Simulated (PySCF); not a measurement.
# Solver options tried on SiI3

The same problem is solved with other solver options, one edit a run.

Computed with PySCF 2.14.0. Level: method and basis as typed in the scripts.

6 further runs of the same task are left out: 1 for a known fault of the program, 5 that didn't finish.

**1. Starting geometry**

SiI3: 4 atoms, charge 0, spin multiplicity 2.

Bond lengths: Si1–I2 2.458 Å, Si1–I3 2.458 Å, Si1–I4 2.458 Å. Angles: I2–Si1–I3 110.8°, I2–Si1–I4 110.8°, I3–Si1–I4 110.8°.

As a file:

```
Si    0.0000    0.0000   -0.7097
I     2.3362    0.0000    0.0531
I    -1.1681    2.0232    0.0531
I    -1.1681   -2.0232    0.0531
```

**2. The base run**

The input, input.py:

```python
from pyscf import gto, dft

mol = gto.M(
    atom='Si 0 0 -0.7097; I 2.3362 0 0.0531; I -1.1681 2.0232 0.0531; I -1.1681 -2.0232 0.0531',
    basis='sto-3g',
    charge=0,
    spin=1,
    verbose=4,
)
mf = dft.UKS(mol, xc='x3lyp')
mf.kernel()
mf.analyze()
print('orbital energies (hartree):', [e[max(0, n-3):n+3].round(4) for e, n in zip(mf.mo_energy, mol.nelec)])
```

Launch:

```sh
> python input.py
```

Its log is not repeated here.

Base result: E(SCF) = -20844.230870 Eh, 9 cycles, ⟨S²⟩ = 0.753, μ = 1.27 D.

No relativity is included for the heavy element.

**3. Damping 0.2**

Variant 1 changes damping: none → 0.2.

The input, input.py:

```python
from pyscf import gto, dft

mol = gto.M(
    atom='Si 0 0 -0.7097; I 2.3362 0 0.0531; I -1.1681 2.0232 0.0531; I -1.1681 -2.0232 0.0531',
    basis='sto-3g',
    charge=0,
    spin=1,
    verbose=4,
)
mf = dft.UKS(mol, xc='x3lyp')
mf.damp = 0.2
mf.diis_start_cycle = 8
mf.kernel()
mf.analyze()
print('orbital energies (hartree):', [e[max(0, n-3):n+3].round(4) for e, n in zip(mf.mo_energy, mol.nelec)])
```

Launch:

```sh
> python input.py
```

**4. Cycle limit 200**

Variant 2 changes cycle limit: 50 → 200.

input.py, as its differences from that of step 2:

```diff
@@ -10,2 +10,3 @@
 mf = dft.UKS(mol, xc='x3lyp')
+mf.max_cycle = 200
 mf.kernel()
```

**5. DIIS space 4**

Variant 3 changes DIIS space: default → 4.

input.py, as its differences from that of step 2:

```diff
@@ -10,2 +10,3 @@
 mf = dft.UKS(mol, xc='x3lyp')
+mf.diis_space = 4
 mf.kernel()
```

Q: Predict the outcome of this session. Wanted: for each run, E(SCF); from base; gap, α spin; SCF dipole.

As calculated:

```
            run  E(SCF) (hartree)  from base (eV)  cycles  gap, α spin (eV)  SCF dipole (D)
           base     -20844.230870               0       9              5.32            1.27
    damping 0.2     -20844.230870          0.0000      15              5.32            1.27
cycle limit 200     -20844.230870          0.0000       9              5.32            1.27
   DIIS space 4     -20844.230870          0.0000      10              5.32            1.27
```

Distance from each run's final energy (log10 hartree) by cycle:

```
            run  cycle 1  cycle 2  cycle 3  cycle 5  cycle 8  cycle 12
           base     -0.7     -0.3     -3.0     -5.2    < -11      done
    damping 0.2     -0.7     -0.7     -0.9     -1.0     -0.8      -5.9
cycle limit 200     -0.7     -0.3     -3.0     -5.2    < -11      done
   DIIS space 4     -0.7     -0.3     -3.0     -5.2     -8.8      done
```

**Reading.** No change of the SCF energy comes from damping 0.2 or cycle limit 200 or DIIS space 4. The base needs 9 cycles and the run with damping 0.2 needs 15.
